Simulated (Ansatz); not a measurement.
# K3Si3Se4: the cost of one run

Computed with Ansatz 0.2.0 (DFT PBE, scalar-relativistic, plane waves, PAW, unless a step's input says otherwise).

### 1 The structure to begin with

The structure is hexagonal, space group P6/mmm (No. 191). The conventional cell has a = 5.654 Å, b = 5.654 Å, c = 9.885 Å, α = 90.00°, β = 90.00°, γ = 120.00°. K (site symmetry mmm) has 4 K at 2.83 Å and 2 Se at 2.83 Å in its first shell of neighbours. Si (site symmetry mmm) has 4 Si at 2.83 Å and 2 Se at 2.83 Å in its first shell of neighbours. Se (site symmetry 6/mmm) is surrounded by 2 Se at 2.64 Å and 6 K at 2.83 Å. Around Se (site symmetry 6mm) lie 1 Se at 2.30 Å. Around Se (site symmetry 6/mmm) lie 2 Se at 2.30 Å.

Coordinates:

```cif
data_structure
_symmetry_space_group_name_H-M 'P 1'
_symmetry_Int_Tables_number 1
_cell_length_a 5.6535
_cell_length_b 5.6535
_cell_length_c 9.8845
_cell_angle_alpha 90.000
_cell_angle_beta 90.000
_cell_angle_gamma 120.000
_cell_volume 273.61
loop_
_atom_site_label
_atom_site_type_symbol
_atom_site_fract_x
_atom_site_fract_y
_atom_site_fract_z
_atom_site_occupancy
K1 K 0.50000 0.00000 0.00000 1
K2 K 0.00000 0.50000 0.00000 1
K3 K 0.50000 0.50000 0.00000 1
Si1 Si 0.50000 0.00000 0.50000 1
Si2 Si 0.00000 0.50000 0.50000 1
Si3 Si 0.50000 0.50000 0.50000 1
Se1 Se 0.00000 0.00000 0.00000 1
Se2 Se 0.00000 0.00000 0.73245 1
Se3 Se 0.00000 0.00000 0.26755 1
Se4 Se 0.00000 0.00000 0.50000 1
```

The cell is invented: random cell by space group and Wyckoff sites (P6/mmm, No. 191). Its size is a rough estimate.

### 2 The guess as it stands, on a coarse mesh

input.yaml

```yaml
crystal:
  lattice:
    - [5.65352918, 0.0, 0.0]
    - [-2.82676459, 4.89609989, 0.0]
    - [0.0, 0.0, 9.8845431]
  atoms:
    - { symbol: K, position: [0.5, 0.0, 0.0] }
    - { symbol: K, position: [0.0, 0.5, 0.0] }
    - { symbol: K, position: [0.5, 0.5, 0.0] }
    - { symbol: Si, position: [0.5, 0.0, 0.5] }
    - { symbol: Si, position: [0.0, 0.5, 0.5] }
    - { symbol: Si, position: [0.5, 0.5, 0.5] }
    - { symbol: Se, position: [0.0, 0.0, 0.0] }
    - { symbol: Se, position: [0.0, 0.0, 0.73244761] }
    - { symbol: Se, position: [0.0, 0.0, 0.26755239] }
    - { symbol: Se, position: [0.0, 0.0, 0.5] }
basis:
  ecutwfc: 420
kpoints:
  mp_grid: { grid: [6, 6, 2] }
hamiltonian:
  xc: pbe
scf:
  occupations: { method: gaussian, width: 0.1 }
  lower_state_search: "off"
output:
  forces: true
  stress: true
  eigenvalues: true
```

Command:

```
> ansatz run input.yaml --threads 1 --pin off --max-ram 2560MiB --backend cpu --events-out ev --progress --plain --runs-dir out
```

Q: Estimate wall time and peak memory on 1 thread of INTEL XEON PLATINUM 8581C at 2.30GHz (Emerald Rapids), shared host.

About 9.8 s, with a peak of 0.64 GiB.
